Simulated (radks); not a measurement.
# In³⁺ in [Ar] 3d10 4s2 4p5.5 4d10 4f0.5: an all-electron calculation

Aim: the levels, the sizes of the orbitals and the parts of the energy of the indium ion In3+.

Program: radks (a radial shooting solver on a logarithmic mesh, Libxc functionals) version 1. Level of theory: Dirac Kohn-Sham, BP86, spin-unpolarised, spherical densities, finite nucleus; open shells fill j = l - 1/2 first. These are calculated values, not measurements, unless marked.

## Step 1: The system

| Quantity | Value |
| --- | --- |
| element | indium (Z = 49) |
| charge | +3 |
| electrons | 46 |
| configuration | [Ar] 3d10 4s2 4p5.5 4d10 4f0.5 |
| nuclear rms radius | 4.6156 fm |

## Step 2: The run

Settings of this run:

```text
Z 49
configuration [Ar] 3d10 4s2 4p5.5 4d10 4f0.5
relativity Dirac
functional b88,p86
spin unpolarised
j_filling energy
nucleus finite rms 4.6156 fm
c 137.035999084
```

Q: Predict the outcome of this run.

**Answer**, as computed:

```
                        quantity                   value
                    total energy     -5880.39593 hartree
exchange-correlation share of it                  2.72 %
                            −T/E                  1.0507
          highest occupied level       4f5/2, -11.137 eV
    most extended occupied level  4f5/2, <r> = 4.14 bohr
 radius at density 0.001 e/bohr³               3.38 bohr
    maxima of the radial density                       4
```

4 principal shells are occupied and 4 maxima appear in the radial density. −T/E is 1.051: with relativity the kinetic term as defined here no longer equals −E. This is not the tabulated ground configuration, so its levels and sizes aren't those of the ground state, and no measured value stands beside it.
